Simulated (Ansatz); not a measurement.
# CH4OSi: interaction energy of a dimer with the counterpoise correction

How strongly do two molecules of CH4OSi bind, and how much of that is basis error? Aim: the interaction energy of a dimer with the counterpoise correction, for CH4OSi, run from a script.

Program: Ansatz 0.2.0, driven from Python. Level of theory: Hartree-Fock/def2-SVPD. These are calculated values, not measurements.

## (1) The system

Bond lengths: C1–Si2 1.786 Å, Si2–O3 1.641 Å, C1–H4 1.040 Å, C1–H5 1.154 Å, C1–H6 1.108 Å, O3–H7 0.980 Å. Angles: C1–Si2–O3 111.3°, Si2–C1–H4 112.2°, Si2–C1–H5 111.5°, Si2–C1–H6 114.7°, H4–C1–H5 104.8°, H4–C1–H6 109.5°, H5–C1–H6 103.4°, Si2–O3–H7 119.4°.

The script holds or builds the structure itself.

## (2) The code

File dimer_ch4osi.py:

```python
# -*- coding: utf-8 -*-
import ansatz

FIRST = [
    ("C", (-0.6867, 0.4626, -0.293)),
    ("Si", (1.0374, 0.0906, -0.5719)),
    ("O", (1.5239, -1.1918, 0.3293)),
    ("H", (-1.308, -0.3262, -0.5657)),
    ("H", (-1.0378, 1.3517, -0.9389)),
    ("H", (-0.9294, 0.7839, 0.7389)),
    ("H", (1.4004, -1.1709, 1.3012)),
]
SECOND = [
    ("C", (4.7087, 0.6367, -1.0409)),
    ("Si", (4.3671, 1.0904, -2.7339)),
    ("O", (3.9835, 2.6812, -2.859)),
    ("H", (5.5227, 1.155, -0.6518)),
    ("H", (4.9973, -0.4766, -0.951)),
    ("H", (3.846, 0.7341, -0.353)),
    ("H", (3.2464, 3.0416, -2.3232)),
]

def energy(atoms, ghosts=()):
    molecule = ansatz.Crystal.molecule()
    for symbol, xyz in atoms:
        molecule = molecule.atom(symbol, xyz)
    calc = (
        molecule.calculation()
        .basis(gaussian="def2-SVPD")
        .functional("hf")
        .accuracy("medium")
    )
    deck = calc.input()
    if ghosts:
        deck = deck.set(ansatz.key.basis.gaussian.ghost_atoms, [{"symbol": s, "position_ang": list(xyz)} for s, xyz in ghosts])
    return ansatz.Session.from_dict(deck).plan().execute().report["free_energy_ev"]

both = energy(FIRST + SECOND)
alone = energy(FIRST) + energy(SECOND)
ghosted = energy(FIRST, SECOND) + energy(SECOND, FIRST)
print(f"dimer {both:.6f} eV")
print(f"interaction, uncorrected   {23.060548 * (both - alone):8.3f} kcal/mol")
print(f"interaction, counterpoise  {23.060548 * (both - ghosted):8.3f} kcal/mol")
print(f"basis-set superposition    {23.060548 * (alone - ghosted):8.3f} kcal/mol")
```

## (3) The input behind the calls

The engine receives this input (first run):

```yaml
crystal:
  periodic: [false, false, false]
  atoms:
    - { symbol: C, position_ang: [-0.6867, 0.4626, -0.293] }
    - { symbol: Si, position_ang: [1.0374, 0.0906, -0.5719] }
    - { symbol: O, position_ang: [1.5239, -1.1918, 0.3293] }
    - { symbol: H, position_ang: [-1.308, -0.3262, -0.5657] }
    - { symbol: H, position_ang: [-1.0378, 1.3517, -0.9389] }
    - { symbol: H, position_ang: [-0.9294, 0.7839, 0.7389] }
    - { symbol: H, position_ang: [1.4004, -1.1709, 1.3012] }
    - { symbol: C, position_ang: [4.7087, 0.6367, -1.0409] }
    - { symbol: Si, position_ang: [4.3671, 1.0904, -2.7339] }
    - { symbol: O, position_ang: [3.9835, 2.6812, -2.859] }
    - { symbol: H, position_ang: [5.5227, 1.155, -0.6518] }
    - { symbol: H, position_ang: [4.9973, -0.4766, -0.951] }
    - { symbol: H, position_ang: [3.846, 0.7341, -0.353] }
    - { symbol: H, position_ang: [3.2464, 3.0416, -2.3232] }
accuracy: medium
basis:
  gaussian:
    orbitals: def2-SVPD
hamiltonian:
  xc: hf
```

## (4) Launch

Started as:

```console
$ python dimer_ch4osi.py
```

**Question.** How large is the interaction at this pose, and how much of it is basis-set superposition?

The runs gave:

| quantity | value |
| --- | --- |
| interaction energy, uncorrected | -0.126 kcal/mol |
| interaction energy, counterpoise | 0.548 kcal/mol |
| runs compared | 5 |

The counterpoise correction turns the binding into repulsion: what looked like attraction was the basis set's error. Uncorrected it is -0.126 kcal/mol, with the counterpoise correction 0.548 kcal/mol; the difference, 0.67 kcal/mol, is the superposition error. The sign changes with the correction, so this basis doesn't settle it. Caveats:
- The dimer is a generated trial pose of unrelaxed monomers, not a minimum, so the figure is no binding energy, and the basis set is small.
- This level lacks the dispersion part of the attraction (electrostatics and induction are there), which can decide the sign where the interaction is weak.
